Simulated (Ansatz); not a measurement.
This script drives Ansatz 0.2.0 through its Python package.

`torsion.py`
```python
import ansatz as az
from ase import Atoms

atoms = Atoms(["C", "B", "Al", "Ge", "H", "H", "H", "H", "H", "H", "H", "H"], positions=[
    (-0.3417, 1.6087, -0.0146),
    (-0.081, 0.0999, 0.1052),
    (-0.5726, -0.9004, 1.8363),
    (0.8479, -0.8964, -1.4249),
    (0.1644, 2.2035, 0.7404),
    (-0.0769, 2.0384, -1.026),
    (-1.4525, 1.8255, 0.1033),
    (-0.184, -2.4447, 1.97),
    (-1.2092, -0.0995, 3.1085),
    (1.0247, 0.059, -2.5851),
    (-0.1832, -2.0492, -1.8477),
    (2.1411, -1.5, -0.9313),
])

first = (
    az.Crystal.molecule_from_ase(atoms).calculation()
    .basis(gaussian="def2-SVP")
    .functional("pbe0")
    .relax(force_tolerance=0.02, max_steps=80)
)
atoms.positions = first.run(threads=1, backend="cpu").report["positions_ang"]

start = atoms.get_dihedral(0, 1, 3, 9)
energies = {}
for turn in range(0, 121, 20):
    turned = atoms.copy()
    turned.set_dihedral(0, 1, 3, 9, start + turn, indices=[3, 9, 10, 11])
    job = az.Crystal.molecule_from_ase(turned).calculation()
    job = job.basis(gaussian="def2-SVP")
    job = job.correlation("MP2")
    energies[round((start + turn) % 360)] = job.run(threads=1, backend="cpu").report["free_energy_ev"]
floor = min(energies.values())
print("dihedral C0-B1-Ge3-H9 (deg)   E - E(min) (eV)")
for angle, e in sorted(energies.items()):
    print(f"{angle:8d} {(e - floor):14.3f}  " + "#" * int(30 * (e - floor) / max(max(energies.values()) - floor, 1e-9)))
```

It is started by `python torsion.py`. How long does it take on 1 thread of Arm Neoverse V2, with other jobs on the host, and how much memory does it need?

It took about 2.2 min, with a peak of 0.36 GiB, for 8 runs of the engine.

```console
$ python torsion.py
dihedral C0-B1-Ge3-H9 (deg)   E - E(min) (eV)
      17          0.024  ##################
      37          0.035  ###########################
      57          0.038  ##############################
      77          0.036  ###########################
      97          0.030  #######################
     337          0.000
     357          0.009  #######
```

The scan is rigid and the energies are electronic, in a modest basis. With rigid groups the curve can differ much from the relaxed path, the start wasn't checked as a minimum of this torsion, and equivalent turns needn't return to the same energy. The start is relaxed with a density functional and scanned with the wavefunction method, so it isn't exactly that method's minimum.
